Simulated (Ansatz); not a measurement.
# CsAuBr3: the cost of one run

Method: reference: DFT r2SCAN, plane waves, PAW, scalar-relativistic, no spin polarisation, in Ansatz 0.2.0.

1 further run of the same task is left out (set aside as unsound or not needed).

### 1 The structure to begin with

The structure is tetragonal, space group I4/mmm (No. 139). The conventional cell has a = 7.883 Å, b = 7.883 Å, c = 11.489 Å, α = 90.00°, β = 90.00°, γ = 90.00°. Around Au (site symmetry 4/mmm) lie 4 Br at 2.47 Å. Au (site symmetry 4/mmm) has 2 Br at 2.44 Å as nearest neighbours. Around Br (site symmetry m2m) lie 1 Au at 2.47 Å. Br (site symmetry 4mm) has 1 Au at 2.44 Å as nearest neighbours. Cs (site symmetry -4m2) is surrounded by 12 Br at 3.97 to 4.01 Å.

As a file:

```
CELL_PARAMETERS angstrom
0.00000 7.88320 0.00000
7.88320 0.00000 0.00000
3.94160 3.94160 -5.74431
ATOMIC_POSITIONS crystal
Au 0.00000 0.00000 0.00000
Au 0.50000 0.50000 0.00000
Br 0.22200 0.22200 0.00000
Br 0.22200 0.77800 0.00000
Br 0.77800 0.77800 0.00000
Br 0.77800 0.22200 0.00000
Br 0.71220 0.71220 0.57560
Br 0.28780 0.28780 0.42440
Cs 0.75000 0.25000 0.50000
Cs 0.25000 0.75000 0.50000
```

### 2 The reference run

Contents of input.yaml:

```yaml
crystal:
  lattice:
    - [0.0, 7.883204, 0.0]
    - [7.883204, 0.0, 0.0]
    - [3.941602, 3.941602, -5.744309]
  atoms:
    - { symbol: Au, position: [0.0, 0.0, 0.0] }
    - { symbol: Au, position: [0.5, 0.5, 0.0] }
    - { symbol: Br, position: [0.222, 0.222, 0.0] }
    - { symbol: Br, position: [0.222, 0.778, 0.0] }
    - { symbol: Br, position: [0.778, 0.778, 0.0] }
    - { symbol: Br, position: [0.778, 0.222, 0.0] }
    - { symbol: Br, position: [0.7122, 0.7122, 0.5756] }
    - { symbol: Br, position: [0.2878, 0.2878, 0.4244] }
    - { symbol: Cs, position: [0.75, 0.25, 0.5] }
    - { symbol: Cs, position: [0.25, 0.75, 0.5] }
  symmetry: { tolerance: 0.0003 }
kpoints:
  mp_grid: { grid: [3, 3, 3], shift: [0, 0, 0] }
magnetization:
  spin_polarized: false
scf:
  occupations: { method: fermi_dirac }
hamiltonian:
  pseudopotentials: { kind: paw }
  xc: r2scan
basis:
  ecutwfc: 500
output:
  forces: true
  stress: true
  eigenvalues: true
  write_density: true
  write_potential: true
  elf: true
  volumetric_format: npy
```

Launch:

```
ansatz run input.yaml --threads 1 --pin off --max-ram 2560MiB --backend cpu --events-out ev --progress --plain --runs-dir out
```

Q: Estimate wall time and peak memory on 1 thread of Arm Neoverse V1, shared host.

About 31 s, with a peak of 1.5 GiB.
